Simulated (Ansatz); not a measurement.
# C2H9GaSi: up Jacob's ladder to CCSD(T)

How much do the methods differ for C2H9GaSi? The plan is to run it at one geometry with functionals of several rungs and with coupled cluster. The yardstick is the atomisation energy at the CCSD(T) limit.

Computed with Ansatz 0.2.0, Gaussian basis. Level: functionals in def2-TZVPP, the program's frozen cores in correlated methods.

The runs, in order: PBE-D4, r2SCAN-D4, PBE0-D4, B3LYP-D4, ωB97X-V, ωB97M-V, B2PLYP; CCSD(T)/def2-TZVPP; MP2/def2-QZVPP; extrapolation to the limit.

## Step 1: Structure used throughout

All runs share one geometry, relaxed beforehand with PBE0-D4 in a triple-zeta def2 set.

13 atoms, charge 0, spin multiplicity 1.

Atoms are counted from 1 here; the program's logs count them from 0.

Bond lengths: C1–Si2 1.865 Å, C1–H5 1.092 Å, C1–H6 1.092 Å, C1–H7 1.092 Å, Si2–H8 1.493 Å, Si2–H9 1.487 Å, Si2–H10 1.493 Å, Ga3–C4 2.054 Å, C4–H11 1.095 Å, C4–H12 1.097 Å, C4–H13 1.095 Å. Angles: Si2–C1–H5 110.7°, Si2–C1–H6 110.6°, Si2–C1–H7 110.7°, H5–C1–H6 108.4°, H5–C1–H7 108.1°, H6–C1–H7 108.4°, C1–Si2–H8 111.3°, C1–Si2–H9 111.8°, C1–Si2–H10 111.3°, H8–Si2–H9 107.9°, H8–Si2–H10 106.3°, H9–Si2–H10 108.0°, Ga3–C4–H11 113.1°, Ga3–C4–H12 107.8°, Ga3–C4–H13 113.0°, H11–C4–H12 107.3°, H11–C4–H13 108.1°, H12–C4–H13 107.3°.

## Step 2: PBE-D4 (GGA)

in.yaml reads:

```yaml
crystal:
  periodic: [false, false, false]
  atoms:
    - {symbol: C, position_ang: [-1.405035, -0.050218, 1.189565]}
    - {symbol: Si, position_ang: [0.204135, -0.989980, 1.107121]}
    - {symbol: Ga, position_ang: [2.295015, -0.310766, -1.443779]}
    - {symbol: C, position_ang: [0.740875, 0.971222, -1.842609]}
    - {symbol: H, position_ang: [-1.472181, 0.518017, 2.119886]}
    - {symbol: H, position_ang: [-1.484616, 0.647806, 0.353841]}
    - {symbol: H, position_ang: [-2.254408, -0.735562, 1.147715]}
    - {symbol: H, position_ang: [0.318355, -1.758782, -0.168027]}
    - {symbol: H, position_ang: [0.340865, -1.949793, 2.234213]}
    - {symbol: H, position_ang: [1.375378, -0.064265, 1.145986]}
    - {symbol: H, position_ang: [-0.208687, 0.454216, -2.018961]}
    - {symbol: H, position_ang: [0.987172, 1.521395, -2.759113]}
    - {symbol: H, position_ang: [0.583734, 1.711912, -1.050938]}
basis:
  gaussian: {orbitals: def2-TZVPP}
hamiltonian: {xc: pbe, dispersion: d4}
output: {forces: true, orbitals: {seedname: orbitals}}
```

On the command line:

```bash
$ ansatz run in.yaml --threads 4 --pin off --events-out ev --progress --plain --max-ram 10444MiB
```

Further steps of the session: r2SCAN-D4 (meta-GGA); PBE0-D4 (hybrid); B3LYP-D4 (hybrid); ωB97X-V (range-separated); ωB97M-V (range-separated); B2PLYP (double hybrid); CCSD(T) in def2-TZVPP; MP2 in def2-QZVPP.

Q: Predict the results of all the runs planned. Wanted: atomisation energy, CCSD(T)/CBS; farthest; mean size of error, hybrid; mean size of error, range-separated; gap, smallest and largest; T1 diagnostic; triples share of the correlation energy.

The runs gave:

| quantity | value |
| --- | --- |
| atomisation energy, CCSD(T)/CBS | 1007.8 kcal/mol |
| functionals within 10.1 kcal/mol (1.0 %) | PBE-D4, r2SCAN-D4, PBE0-D4, B3LYP-D4, ωB97X-V, ωB97M-V |
| farthest | B2PLYP (-14.5 kcal/mol) |
| mean size of error, hybrid | 4.0 kcal/mol |
| mean size of error, range-separated | 0.9 kcal/mol |
| gap, smallest and largest | 2.62 eV (PBE-D4), 8.34 eV (ωB97X-V) |
| T1 diagnostic | 0.0119 |
| triples share of the correlation energy | 3.6 % |

In words: PBE-D4 is off by -1.1 kcal/mol. Double hybrids carry the basis error of their MP2 part in triple zeta, and no dispersion term here, so their miss is partly the set-up's. The reference freezes the cores and leaves out relativity and excitations past (T), and its outer-core shells are covered unevenly, so misses under about 10.1 kcal/mol can't be ranked. Hartree-Fock recovers 76 % of the binding; the rest is correlation. Orbital gaps span 2.6 to 8.3 eV; exact exchange widens them. Correlated methods include outer-core shells of Ga, which these sets cover unevenly.
